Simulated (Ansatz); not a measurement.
# doublet GaSiH4OF+ at 6 levels

We compute a comparison of 6 runs (UHSE06/6-31G*, UPBE-QIDH/6-31G*, UPBE/6-31G*, USVWN5/6-31G*, UMP2/6-31G*, UCCSD/6-31G*) of doublet GaSiH4OF+. 

Program for the calculation: Ansatz 0.2.0.

130 further runs of the same task are left out: 3 that didn't finish, 127 set aside as unsound or not needed.

### 1 The structure to begin with

GaSiH4OF+ has 8 atoms, charge +1, and is taken as a doublet. As SMILES of the parent species, `[F][GaH][O][SiH3]`. The shape is that of a PBE0-D4/def2-TZVP optimisation. This is one conformer, not always the lowest. That shape belongs to the parent species and isn't relaxed for this state.

Bond lengths: F1–Ga2 1.751 Å, Ga2–O3 1.763 Å, O3–Si4 1.639 Å, Ga2–H5 1.537 Å, Si4–H6 1.485 Å, Si4–H7 1.487 Å, Si4–H8 1.487 Å. Angles: F1–Ga2–O3 113.0°, Ga2–O3–Si4 138.2°, F1–Ga2–H5 121.9°, O3–Ga2–H5 125.1°, O3–Si4–H6 108.0°, O3–Si4–H7 111.0°, O3–Si4–H8 111.0°, H6–Si4–H7 109.1°, H6–Si4–H8 109.1°, H7–Si4–H8 108.7°.

### 2 The energy at UHSE06/6-31G(d) (spherical functions) (run 1)

File job.yaml:

```yaml
crystal:
  periodic: [false, false, false]
  atoms:
    - {symbol: F, position_ang: [0.857100, 1.472000, 1.846200]}
    - {symbol: Ga, position_ang: [1.323900, 1.220200, 0.177500]}
    - {symbol: O, position_ang: [0.322200, 0.024800, -0.644000]}
    - {symbol: Si, position_ang: [-0.952800, -0.945800, -0.299100]}
    - {symbol: H, position_ang: [2.493100, 1.984200, -0.463100]}
    - {symbol: H, position_ang: [-1.287500, -1.717200, -1.523200]}
    - {symbol: H, position_ang: [-0.618600, -1.894300, 0.796900]}
    - {symbol: H, position_ang: [-2.137300, -0.143800, 0.108800]}
basis:
  gaussian: {orbitals: 6-31G_st_-spherical.json}
output: {orbitals: {seedname: orbitals}}
accuracy: high
total_charge: 1
magnetization: {spin_polarized: true, initial_magnetization: 1}
hamiltonian: {xc: {name: HSE06}}
```

The basis set 6-31G* is read from a file made from the Basis Set Exchange's data (not shown).

Started as:

```
$ ansatz run job.yaml --threads 1 --pin off --max-ram 3480MiB --events-out events.jsonl --progress --plain --runs-dir runs
```

Standard output:

```text
Warning: RAYON_NUM_THREADS=1 ignored (pool sized by the plan → 1); use --threads N
Functional definition: HSE06
  name "HSE06"
  parameter a = 0.25
  parameter omega = 0.11/bohr
  exchange = pbe_x - a*pbe_x_sr(omega) + a*exact_x_sr(omega)
  correlation = pbe_c
1862 factors; integrals over basis functions are off by at most 4.5e-9 eV
109 factors; integrals over basis functions are off by at most 1.1e-9 eV
mean field evaluation 1: about -65034.4241 eV, gradient 7.0e1 eV
mean field evaluation 2: about -64883.5741 eV, gradient 1.9e2 eV
mean field evaluation 4: about -65037.6279 eV, gradient 5.6e1 eV
mean field evaluation 8: about -65052.2275 eV, gradient 9.6e-1 eV
mean field evaluation 16: about -65052.3957 eV, gradient 6.4e-3 eV
mean field evaluation 32: about -65052.3957 eV, gradient 5.4e-5 eV
mean field evaluation 64: about -65052.3864 eV, gradient 9.8e-4 eV
mean field evaluation 96: about -65052.3728 eV, gradient 5.9e-1 eV
mean field -65052.39574697 eV, -2390.6314496037 hartree, gradient 4.0e-8 eV, S^2 0.759609; 7 other end points of the search recorded, 0 dependent functions left out
reference -65052.39575218 eV, -2390.6314497951 hartree; 33, 32 occupied and 53, 54 virtual orbitals, 1862 factors
Total energy: -65052.39575218 eV, -2390.6314497951 hartree
```

Wall time 77 s (1 thread of Intel Xeon Platinum 8488C (Sapphire Rapids), shared host); peak memory 0.61 GiB.

### 3 The energy at UPBE-QIDH/6-31G(d) (spherical functions) (run 2)

File input.yaml:

```yaml
crystal:
  periodic: [false, false, false]
  atoms:
    - {symbol: F, position_ang: [0.857100, 1.472000, 1.846200]}
    - {symbol: Ga, position_ang: [1.323900, 1.220200, 0.177500]}
    - {symbol: O, position_ang: [0.322200, 0.024800, -0.644000]}
    - {symbol: Si, position_ang: [-0.952800, -0.945800, -0.299100]}
    - {symbol: H, position_ang: [2.493100, 1.984200, -0.463100]}
    - {symbol: H, position_ang: [-1.287500, -1.717200, -1.523200]}
    - {symbol: H, position_ang: [-0.618600, -1.894300, 0.796900]}
    - {symbol: H, position_ang: [-2.137300, -0.143800, 0.108800]}
basis:
  gaussian:
    orbitals: 6-31G_st_-spherical.json
total_charge: 1
magnetization:
  spin_polarized: true
  initial_magnetization: 1
hamiltonian:
  xc: {name: PBE-QIDH}
correlation:
  frozen_orbitals: {F: 1, Ga: 9, H: 0, O: 1, Si: 5}
accuracy: high
output: {orbitals: {seedname: orbitals}}
```

The basis set 6-31G* is read from a file made from the Basis Set Exchange's data (not shown).

Started as:

```
$ ansatz run input.yaml --threads 1 --pin off --max-ram 3480MiB --events-out events.jsonl --progress --plain --runs-dir runs
```

Standard output:

```text
Warning: RAYON_NUM_THREADS=1 ignored (pool sized by the plan → 1); use --threads N
Functional definition: PBE-QIDH
  name "PBE-QIDH"
  parameter a = 3^(-1/3)
  parameter c = 1/3
  exchange = (1 - a)*pbe_x + a*exact_x
  correlation = (1 - c)*pbe_c + c*(mp2_os + mp2_ss)
1862 factors; integrals over basis functions are off by at most 4.5e-9 eV
mean field evaluation 1: about -65019.4165 eV, gradient 5.7e1 eV
mean field evaluation 2: about -65019.4953 eV, gradient 5.7e1 eV
mean field evaluation 4: about -65031.6231 eV, gradient 5.1e0 eV
mean field evaluation 8: about -65031.9952 eV, gradient 1.2e0 eV
mean field evaluation 16: about -65032.1113 eV, gradient 1.3e-1 eV
mean field evaluation 32: about -65032.1115 eV, gradient 2.7e-4 eV
mean field evaluation 64: about -65032.1705 eV, gradient 1.6e-1 eV
mean field evaluation 96: about -65032.2029 eV, gradient 3.0e-2 eV
mean field -65032.20382240 eV, -2389.8894100623 hartree, gradient 2.1e-8 eV, S^2 0.771490; 4 other end points of the search recorded, 0 dependent functions left out
16 core orbitals not correlated: weight in the atoms' cores, before any rotation towards them, 1.000 or more for the frozen orbitals, at most 0.000 for the correlated occupied ones
reference -65032.20382402 eV, -2389.8894101218 hartree; 17, 16 occupied and 53, 54 virtual orbitals, 1862 factors
second order -19.70481528 eV of doubles, -0.00000000 eV of singles
Total energy: -65038.77209578 eV, -2390.1307896568 hartree
```

Wall time 57 s (1 thread of Intel Xeon Platinum 8488C (Sapphire Rapids), shared host); peak memory 0.62 GiB.

Runs 3 to 5 aren't shown in full; the table further down has their settings and results.

### 4 A single-point energy at UCCSD/6-31G(d) (spherical functions) (run 6)

File run.yaml:

```yaml
crystal:
  periodic: [false, false, false]
  atoms:
    - symbol: F
      position_ang: [0.857100, 1.472000, 1.846200]
    - symbol: Ga
      position_ang: [1.323900, 1.220200, 0.177500]
    - symbol: O
      position_ang: [0.322200, 0.024800, -0.644000]
    - symbol: Si
      position_ang: [-0.952800, -0.945800, -0.299100]
    - symbol: H
      position_ang: [2.493100, 1.984200, -0.463100]
    - symbol: H
      position_ang: [-1.287500, -1.717200, -1.523200]
    - symbol: H
      position_ang: [-0.618600, -1.894300, 0.796900]
    - symbol: H
      position_ang: [-2.137300, -0.143800, 0.108800]
basis:
  gaussian: {orbitals: 6-31G_st_-spherical.json}
scf: {omitted_lower_state_checks: [cluster_reference, increment]}
total_charge: 1
correlation: {method: ccsd, frozen_orbitals: {F: 1, Ga: 9, H: 0, O: 1, Si: 5}}
accuracy: high
magnetization: {spin_polarized: true, initial_magnetization: 1}
```

The basis set 6-31G* is read from a file made from the Basis Set Exchange's data (not shown).

Started as:

```
$ ansatz run run.yaml --threads 1 --pin off --max-ram 3480MiB --events-out events.jsonl --progress --plain --runs-dir runs
```

Standard output:

```text
Warning: RAYON_NUM_THREADS=1 ignored (pool sized by the plan → 1); use --threads N
[... 15 lines left out ...]
16 core orbitals not correlated: weight in the atoms' cores, before any rotation towards them, 1.000 or more for the frozen orbitals, at most 0.000 for the correlated occupied ones
[... 49 lines left out ...]
Total energy: -65004.71530045 eV, -2388.8792255130 hartree
Checks for a lower state left out: cluster_reference, increment
```

Run time: 1.7 min. Hardware: 1 thread of Intel Xeon Platinum 8488C (Sapphire Rapids), shared host; peak memory 0.82 GiB.

### 5 The series

```
run                                   level  frozen core orbitals   energy (Eh)  HOMO energy (eV)   ⟨S²⟩  wall time
  1     UHSE06/6-31G* (spherical functions)                     –  -2390.631450            -14.62  0.760       77 s
  2  UPBE-QIDH/6-31G* (spherical functions)                    16  -2390.130790            -17.22  0.771       57 s
  3       UPBE/6-31G* (spherical functions)                     –  -2390.588896            -13.48  0.753       54 s
  4     USVWN5/6-31G* (spherical functions)                     –  -2385.830824            -13.49  0.752       26 s
  5       UMP2/6-31G* (spherical functions)                    16  -2388.846338                 –  0.765       22 s
  6      UCCSD/6-31G* (spherical functions)                    16  -2388.879226                 –  0.765    1.7 min
```

### 6 Outcome

| quantity | value |
| --- | --- |
| run 6: total energy | -2388.87923 Eh |
| run 6: correlation energy (16 core orbitals frozen) | -652.5 mEh |
| run 6: ⟨S²⟩ of the reference determinant | 0.765 |
| run 6: T1 diagnostic | 0.058 |

Totals of different functionals can't be ranked against each other. All runs together took 5.6 min, the longest 1.7 min.
